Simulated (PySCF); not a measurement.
# LiHg+: from the state search to spectroscopic constants

One table from this session's results is given with a row withheld; the runs are named, their logs left out.

Computed with PySCF 2.14.0. Level: Li def2-TZVP, Hg def2-TZVP with ECP60, scalar-relativistic core potentials.

Set-up of the first run:

The job is set up so:

```json
{
 "atoms": "Li, Hg",
 "charge": "1",
 "basis": "Li def2-TZVP, Hg def2-TZVP with ECP60",
 "Hamiltonian": "scalar-relativistic core potentials",
 "basis functions": "57",
 "electrons treated": "22",
 "masses in u": "7.0160, 201.9706",
 "levels": "PBE0, PBE, r²SCAN, M06-L, M06-2X, r²SCANh, HF, MP2, SCS-MP2, CCSD, CCSD(T)",
 "grid": "80 radial by 434 angular points",
 "occupations": "held fixed by the projection of orbital angular momentum",
 "dissociation limit": "Li+ + Hg, each in its ground configuration",
 "starting distance in angstrom": "2.760",
 "values of 2S to try": "0, 2"
}
```

On the command line:

```bash
$ OMP_NUM_THREADS=1 python dia.py task.json out
```

Among the steps run: Input; The PBE0 curve of the state that the search chose; Excited determinants; PBE; r²SCAN; M06-L (meta-GGA); M06-2X (hybrid meta-GGA); r²SCANh; RHF (mean field); Correlated methods on the Hartree–Fock reference.

One table of the session follows, with a row left open; its other results are not shown here.

```
      level  Re (Å)  ωe (cm⁻¹)  De (eV)
        RHF   2.774      241.8     0.55
    RHF-MP2   2.677      245.6    0.449
RHF-SCS-MP2   2.691      243.5    0.452
   RHF-CCSD   2.710      244.1    0.490
RHF-CCSD(T)   2.708      243.5    0.486
        PBE   2.676      257.0     0.55
     r²SCAN   2.690      250.6     0.50
      M06-L   2.776      220.0    0.499
    r²SCANh       ?          ?        ?
       PBE0   2.678      259.0     0.56
     M06-2X   2.679      243.0     0.51
```

**Question.** Estimate the row for r²SCANh.

The run gave: Re (Å): 2.689; ωe (cm⁻¹): 251.7; De (eV): 0.51. In the column «Re (Å)» it lies between M06-2X (2.679) and r²SCAN (2.690).
